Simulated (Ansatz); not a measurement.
**GaNH₆ (SMILES [NH3+][GaH3-]): a rigid scan of the bond length Ga2–H6**

An exercise on one series of results from a longer session: the logs are not shown, and one member is left open.

The runs use Ansatz 0.2.0, Gaussian basis; single points in def2-TZVPP.

Levels: PBE-D4, r2SCAN-D4, PBE0-D4, B3LYP-D4, wB97M-V, Hartree-Fock, MP2, CCSD, CCSD(T). The scan takes 1.423, 1.455, 1.502, 1.556, 1.616, 1.681, 1.750, 1.822, 1.898 Å.

Cores are frozen in the correlated methods. Filled d shells of the heavier atoms are correlated. B3LYP uses VWN-RPA correlation.

35 further runs of the same task are left out: 35 set aside as unsound or not needed.

**Where the work starts**

The minimum, relaxed at PBE0-D4: SMILES `[NH3+][GaH3-]`, 8 atoms, charge 0, spin multiplicity 1.

Atoms are counted from 1 here; the program's logs count them from 0.

Bond lengths: N1–Ga2 2.151 Å, N1–H3 1.013 Å, N1–H4 1.013 Å, N1–H5 1.013 Å, Ga2–H6 1.582 Å, Ga2–H7 1.582 Å, Ga2–H8 1.582 Å. Angles: Ga2–N1–H3 110.7°, Ga2–N1–H4 110.7°, Ga2–N1–H5 110.7°, H3–N1–H4 108.2°, H3–N1–H5 108.2°, H4–N1–H5 108.2°, N1–Ga2–H6 98.3°, N1–Ga2–H7 98.3°, N1–Ga2–H8 98.3°, H6–Ga2–H7 118.0°, H6–Ga2–H8 118.0°, H7–Ga2–H8 118.0°.

Coordinates:

```xyz
8

N    -0.3133   -0.1536   -0.9702
Ga    0.3672    0.1532    1.0475
H    -0.3345    0.7232   -1.4780
H    -1.2474   -0.5466   -0.9770
H     0.3023   -0.7904   -1.4625
H    -0.7552    1.1645    1.5156
H     1.8002    0.7362    0.7188
H     0.2730   -1.3435    1.5501
```

Energies of the minimum (eV), from earlier single points: PBE-D4 -53956.57693, r2SCAN-D4 -53965.49279, PBE0-D4 -53957.93962, B3LYP-D4 -53968.51741, wB97M-V -53962.65658, CCSD(T) -53925.98595.

At the minimum the bond length Ga2–H6 is 1.582 Å.

Set-up of the first run:

ccsdt-tzvpp/in.yaml

```yaml
crystal:
  periodic: [false, false, false]
  atoms:
    - {symbol: N, position_ang: [-0.313318, -0.153571, -0.970204]}
    - {symbol: Ga, position_ang: [0.367156, 0.153185, 1.047535]}
    - {symbol: H, position_ang: [-0.334477, 0.723188, -1.477993]}
    - {symbol: H, position_ang: [-1.247374, -0.546623, -0.977022]}
    - {symbol: H, position_ang: [0.302322, -0.790420, -1.462549]}
    - {symbol: H, position_ang: [-0.642659, 1.063056, 1.468651]}
    - {symbol: H, position_ang: [1.800225, 0.736159, 0.718800]}
    - {symbol: H, position_ang: [0.273010, -1.343516, 1.550133]}
basis:
  gaussian: {orbitals: def2-TZVPP}
correlation: {method: ccsd_t}
```

No record of the launch command was kept for these runs.

Steps of the session up to this table: Ga2–H6 = 1.423 Å; Ga2–H6 = 1.455 Å; Ga2–H6 = 1.502 Å; Ga2–H6 = 1.556 Å; Ga2–H6 = 1.616 Å; Ga2–H6 = 1.681 Å; Ga2–H6 = 1.750 Å; Ga2–H6 = 1.822 Å; Ga2–H6 = 1.898 Å.

One table of the session follows, with a row left open; its other results are not shown here.

Energies less that of the minimum at the same level (kcal/mol):

```
bond length (Å)  PBE-D4  PBE0-D4  B3LYP-D4  wB97M-V  Hartree-Fock
          1.423     4.9      4.7       4.7      4.4           5.8
          1.455     3.0      2.8       2.8      2.6           3.7
          1.502     1.2      1.0       1.0      0.9           1.5
          1.556     0.1      0.1       0.1      0.0           0.2
1.582 (minimum)     0.0      0.0       0.0      0.0           0.0
          1.616     0.1      0.2       0.2      0.3           0.0
          1.681     1.1      1.4       1.3      1.6           1.0
          1.750       ?        ?         ?        ?             ?
          1.822     5.8      6.5       6.4      7.0           6.1
          1.898     9.2     10.2       9.9     10.9           9.9
```

Estimate the missing values for bond length (Å) = 1.750.

Worked estimate for «PBE-D4». A straight line through the neighbours (1.681, 1.1) and (1.822, 5.8) gives 1.1 + (5.8 − 1.1) × (1.750 − 1.681) / (1.822 − 1.681) = 3.4; a parabola fitted to 4 rows on both sides gives 3.1.

The run gave: PBE-D4: 3.1; PBE0-D4: 3.5; B3LYP-D4: 3.5; wB97M-V: 3.9; Hartree-Fock: 3.1. In «PBE-D4» the line misses by +0.3 and the parabola by 0.0.

Caveats from the session: A polynomial through the near points puts the CCSD(T) minimum 0.007 Å below the PBE0-D4 value.
